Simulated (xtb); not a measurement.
# quartet InCl2 at 3 levels

We compute a comparison of 3 runs (GFN0-xTB, GFN1-xTB, GFN2-xTB) of quartet InCl2. 

The calculation is run with xtb 6.7.1 later snapshot.

5 further runs of the same task are left out: 5 set aside as unsound or not needed.

### 1 The structure to begin with

InCl2 has 3 atoms, charge 0, and is taken as a quartet. SMILES of the parent species: `[Cl][In][Cl]`. The shape comes from GFN2-xTB, which is rough for such elements, and wasn't checked as a minimum. That shape belongs to the parent species and isn't relaxed for this state.

Bond lengths: Cl1–In2 2.407 Å, In2–Cl3 2.407 Å. Angles: Cl1–In2–Cl3 115.9°.

### 2 Energy and gradient at GFN0-xTB (run 1)

Contents of detailed.inp:

```
$chrg 0
$spin 3
$end
```

Contents of coord:

```
$coord angs
     1.4981600     1.1086300     0.9314000  Cl
    -0.5490100     0.6087600    -0.2310400  In
    -0.9491400    -1.7174000    -0.7003600  Cl
$end
```

Launch:

```
xtb --gfn 0 --grad --json --input detailed.inp -- coord > xtb.out
```

The log of the run:

```text
* xtb version 6.7.1
[...]
          :  # basis functions                  30          :
[...]
          :  # electrons                        17          :
[...]
 Zeroth order Hamiltonian       ...        0 min,  0.000 sec ( 20.097%)
[...]
         ::                     SUMMARY                     ::
         :::::::::::::::::::::::::::::::::::::::::::::::::::::
         :: total energy              -9.599062253025 Eh    ::
         :: gradient norm              0.043101711318 Eh/a0 ::
         :: HOMO-LUMO gap              1.371206024167 eV    ::
         ::.................................................::
         :: H0 energy                 -9.550812913615 Eh    ::
         :: repulsion energy           0.003125190175 Eh    ::
         :: electrostat energy        -0.050742674261 Eh    ::
         :: -> Gsolv                   0.000000000000 Eh    ::
         ::    -> Gsasa                0.000000000000 Eh    ::
         ::    -> Gshift               0.000000000000 Eh    ::
         :: dispersion energy         -0.000631855324 Eh    ::
         :: short-range corr.          0.000000000000 Eh    ::
         :: add. restraining           0.000000000000 Eh    ::
         :: total charge               0.000000000000 e     ::
         :::::::::::::::::::::::::::::::::::::::::::::::::::::
[...]
        10        1.0000           -0.1536307              -4.1805 (HOMO)
        11                         -0.1032398              -2.8093 (LUMO)
[...]
     #   Z          covCN         q      C6AA      α(0)
     1  17          0.780    -0.201   103.347    15.539
     2  49          1.560     0.402   408.279    45.004
     3  17          0.780    -0.201   103.347    15.539
[...]
     #   Z sym  total        # sym  WBO       # sym  WBO       # sym  WBO
 ---------------------------------------------------------------------------
     1  17      1.168 --     2      0.786     3      0.382
     2  49      1.572 --     3      0.786     1      0.786
     3  17      1.168 --     2      0.786     1      0.382
 ---------------------------------------------------------------------------
[...]
          | TOTAL ENERGY               -9.599062253025 Eh   |
          | GRADIENT NORM               0.043101711318 Eh/α |
          | HOMO-LUMO GAP               1.371206024167 eV   |
           -------------------------------------------------
[...]
```

Standard error:

```text
normal termination of xtb
```

It took 0.022 s on 1 thread of Arm Neoverse V1, shared host.

### 3 Energy and gradient at GFN1-xTB (run 2)

Contents of .CHRG:

```
0
```

Contents of .UHF:

```
3
```

Contents of mol.coord:

```
$coord
      2.831112090869      2.095007073544      1.760090912476  cl
     -1.037478539681      1.150389675627     -0.436602323834  in
     -1.793614653927     -3.245415646432     -1.323488588643  cl
$end
```

Launch:

```
xtb mol.coord --gfn 1 --json --grad > mol.out
```

The log of the run:

```text
* xtb version 6.7.1
[...]
          :  # basis functions                  30          :
[...]
          :  # electrons                        17          :
[...]
          :  Hamiltonian                  GFN1-xTB          :
[...]
          :  net charge                          0          :
          :  unpaired electrons                  3          :
[...]
   *** convergence criteria satisfied after 9 iterations ***
[...]
         ::                     SUMMARY                     ::
         :::::::::::::::::::::::::::::::::::::::::::::::::::::
         :: total energy              -9.762629862421 Eh    ::
         :: gradient norm              0.041609894481 Eh/a0 ::
         :: HOMO-LUMO gap              0.217808161115 eV    ::
         ::.................................................::
         :: SCC energy                -9.768832316938 Eh    ::
         :: -> electrostatic           0.002091304847 Eh    ::
         :: repulsion energy           0.007198330399 Eh    ::
         :: dispersion energy         -0.000995875883 Eh    ::
         :: halogen bond corr.         0.000000000000 Eh    ::
         :: add. restraining           0.000000000000 Eh    ::
         :: total charge              -0.000000000354 e     ::
         :::::::::::::::::::::::::::::::::::::::::::::::::::::
[...]
        10        0.9854           -0.1477179              -4.0196 (HOMO)
        11        0.0146           -0.1397136              -3.8018 (LUMO)
[...]
     #   Z sym  total        # sym  WBO       # sym  WBO       # sym  WBO
 ---------------------------------------------------------------------------
     1  17      1.258 --     2      0.763     3      0.495
     2  49      1.527 --     3      0.763     1      0.763
     3  17      1.258 --     2      0.763     1      0.495
 ---------------------------------------------------------------------------
[...]
          | TOTAL ENERGY               -9.762629862421 Eh   |
          | GRADIENT NORM               0.041609894481 Eh/α |
          | HOMO-LUMO GAP               0.217808161115 eV   |
           -------------------------------------------------
[...]
```

Standard error:

```text
normal termination of xtb
```

It took 0.022 s on 1 thread of Arm Neoverse V1, shared host.

### 4 Energy and gradient at GFN2-xTB (run 3)

Contents of in.coord:

```
$coord angs
     1.4981600     1.1086300     0.9314000  Cl
    -0.5490100     0.6087600    -0.2310400  In
    -0.9491400    -1.7174000    -0.7003600  Cl
$end
```

Launch:

```
xtb in.coord --gfn 2 --chrg 0 --uhf 3 --grad --json | tee run.log
```

The log of the run:

```text
* xtb version 6.7.1
[...]
          :  # basis functions                  30          :
[...]
          :  # electrons                        17          :
[...]
          :  Hamiltonian                  GFN2-xTB          :
[...]
          :  net charge                          0          :
          :  unpaired electrons                  3          :
[...]
   *** convergence criteria satisfied after 22 iterations ***
[...]
         ::                     SUMMARY                     ::
         :::::::::::::::::::::::::::::::::::::::::::::::::::::
         :: total energy             -10.143364170169 Eh    ::
         :: gradient norm              0.035258824487 Eh/a0 ::
         :: HOMO-LUMO gap              1.820626309536 eV    ::
         ::.................................................::
         :: SCC energy               -10.145527230835 Eh    ::
         :: -> isotropic ES           -0.000551155766 Eh    ::
         :: -> anisotropic ES          0.000254254383 Eh    ::
         :: -> anisotropic XC         -0.000123239298 Eh    ::
         :: -> dispersion             -0.002044100465 Eh    ::
         :: repulsion energy           0.002163060666 Eh    ::
         :: add. restraining           0.000000000000 Eh    ::
         :: total charge               0.000000000000 e     ::
         :::::::::::::::::::::::::::::::::::::::::::::::::::::
[...]
        10        1.0000           -0.1984391              -5.3998 (HOMO)
        11                         -0.1315323              -3.5792 (LUMO)
[...]
     #   Z          covCN         q      C6AA      α(0)
     1  17          0.780     0.105    95.947    14.984
     2  49          1.560    -0.211   408.127    45.813
     3  17          0.780     0.105    95.947    14.984
[...]
     #   Z sym  total        # sym  WBO       # sym  WBO       # sym  WBO
 ---------------------------------------------------------------------------
     1  17      1.185 --     2      0.839     3      0.346
     2  49      1.679 --     3      0.840     1      0.839
     3  17      1.186 --     2      0.840     1      0.346
 ---------------------------------------------------------------------------
[...]
molecular dipole:
                 x           y           z       tot (Debye)
 q only:        0.328      -0.364       0.138
   full:        0.288      -0.320       0.121       1.137
molecular quadrupole (traceless):
[...]
          | TOTAL ENERGY              -10.143364170169 Eh   |
          | GRADIENT NORM               0.035258824487 Eh/α |
          | HOMO-LUMO GAP               1.820626309536 eV   |
           -------------------------------------------------
[...]
```

Standard error:

```text
normal termination of xtb
```

Run time: 0.026 s. Hardware: 1 thread of Arm Neoverse V1, shared host.

### 5 The series

| run | level | energy (Eh) | dipole moment (D) | HOMO energy (eV) | LUMO energy (eV) | wall time |
| --- | --- | --- | --- | --- | --- | --- |
| 1 | GFN0-xTB | -9.599062 | 1.08 | -4.18 | -2.81 | 0.022 s |
| 2 | GFN1-xTB | -9.762630 | 2.11 | -4.02 | -3.80 | 0.022 s |
| 3 | GFN2-xTB | -10.143364 | 1.14 | -5.40 | -3.58 | 0.026 s |

### 6 Results

```
                             quantity         value
                  run 3: total energy  -10.14336 Eh
                 run 3: dipole moment        1.14 D
   run 3: HOMO energy (partly filled)      -5.40 eV
                   run 3: LUMO energy      -3.58 eV
             run 3: dispersion energy  -5.37 kJ/mol
      run 3: largest force on an atom    1.217 eV/Å
run 3: mean polarisability (D4 model)    75.8 bohr³
```

**Reading.** The dipole moment (its size) runs from 1.08 D (GFN0-xTB) to 2.11 D (GFN1-xTB). Force-field and semi-empirical energies have zeros of their own, so their totals don't compare. All runs together took 0.07 s, the longest 0.026 s.
